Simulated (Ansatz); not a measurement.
# C7H10N2: how energies converge with the basis set

The task here is to estimate one member of a computed series from the others.

Program: Ansatz 0.2.0, Gaussian basis. Level of theory: one geometry, several basis sets. These are calculated values, not measurements.

Plan: PBE0-D4/def2-SVP; ωB97M-V/def2-SVP; PBE0-D4/def2-QZVPP; ωB97M-V/def2-QZVPP; the functionals' def2-TZVPP values are taken from earlier runs.

**Structure used throughout**

All runs share one geometry, relaxed beforehand with PBE0-D4 in a triple-zeta def2 set.

SMILES `CN(N)c1ccccc1`, 19 atoms, charge 0, spin multiplicity 1.

Atoms are counted from 1 here; the program's logs count them from 0.

Bond lengths: C1–N2 1.440 Å, C1–H10 1.100 Å, C1–H11 1.093 Å, C1–H12 1.087 Å, N2–N3 1.393 Å, N2–C4 1.383 Å, N3–H13 1.018 Å, N3–H14 1.013 Å, C4–C5 1.403 Å, C4–C9 1.402 Å, C5–C6 1.384 Å, C5–H15 1.081 Å, C6–C7 1.387 Å, C6–H16 1.085 Å, C7–C8 1.386 Å, C7–H17 1.083 Å, C8–C9 1.384 Å, C8–H18 1.085 Å and more. Angles: N2–C1–H10 112.9°, N2–C1–H11 110.7°, N2–C1–H12 107.5°, H10–C1–H11 108.3°, H10–C1–H12 108.8°, H11–C1–H12 108.5°, C1–N2–N3 114.1°, C1–N2–C4 120.0°, N3–N2–C4 119.5°, N2–N3–H13 110.8°, N2–N3–H14 109.8°, H13–N3–H14 108.1°, N2–C4–C5 121.0°, N2–C4–C9 121.1°, C5–C4–C9 117.8°, C4–C5–C6 120.6°, C4–C5–H15 120.3°, C6–C5–H15 119.1° and more.

Set-up of the first run:

The input, in.yaml:

```yaml
crystal:
  periodic: [false, false, false]
  atoms:
    - {symbol: C, position_ang: [1.741050, -0.033131, -1.782633]}
    - {symbol: N, position_ang: [1.146771, -0.693055, -0.648680]}
    - {symbol: N, position_ang: [2.045108, -1.440705, 0.109286]}
    - {symbol: C, position_ang: [0.026474, -0.153970, -0.042526]}
    - {symbol: C, position_ang: [-0.698791, 0.880566, -0.652316]}
    - {symbol: C, position_ang: [-1.837142, 1.391232, -0.054348]}
    - {symbol: C, position_ang: [-2.288311, 0.904477, 1.163245]}
    - {symbol: C, position_ang: [-1.572005, -0.111634, 1.775888]}
    - {symbol: C, position_ang: [-0.432278, -0.635942, 1.191022]}
    - {symbol: H, position_ang: [2.076108, 0.989765, -1.555309]}
    - {symbol: H, position_ang: [1.035402, 0.014315, -2.615514]}
    - {symbol: H, position_ang: [2.600172, -0.623553, -2.090621]}
    - {symbol: H, position_ang: [2.233986, -0.984305, 0.999273]}
    - {symbol: H, position_ang: [1.653239, -2.355010, 0.301742]}
    - {symbol: H, position_ang: [-0.371796, 1.291471, -1.597536]}
    - {symbol: H, position_ang: [-2.375354, 2.191123, -0.551059]}
    - {symbol: H, position_ang: [-3.178688, 1.311260, 1.626420]}
    - {symbol: H, position_ang: [-1.901872, -0.509133, 2.729500]}
    - {symbol: H, position_ang: [0.097914, -1.433761, 1.694165]}
basis:
  gaussian: {orbitals: def2-SVP}
hamiltonian: {xc: pbe0, dispersion: d4}
output: {orbitals: {seedname: orbitals}}
```

The run is started by

```console
$ ansatz run in.yaml --threads 2 --pin off --events-out ev --progress --plain --max-ram 22528MiB --backend cpu
```

Among the steps run: PBE0-D4 in def2-SVP; ωB97M-V in def2-SVP; PBE0-D4 in def2-QZVPP; ωB97M-V in def2-QZVPP.

One of the session's tables, all rows but one given; the rest of the session is left out.

It belongs to the step «Functionals by basis». 

```
functional       basis  HOMO (eV)  LUMO (eV)
   PBE0-D4    def2-SVP      -5.66       0.08
   PBE0-D4  def2-TZVPP          ?          ?
   PBE0-D4  def2-QZVPP      -5.76      -0.14
   ωB97M-V    def2-SVP      -7.70       2.12
   ωB97M-V  def2-TZVPP      -7.78       1.87
   ωB97M-V  def2-QZVPP      -7.80       1.61
```

**Question.** Estimate the row for PBE0-D4, def2-TZVPP.

The run gave: HOMO (eV): -5.73; LUMO (eV): -0.09. In the column «HOMO (eV)» it lies between PBE0-D4, def2-QZVPP (-5.76) and PBE0-D4, def2-SVP (-5.66).
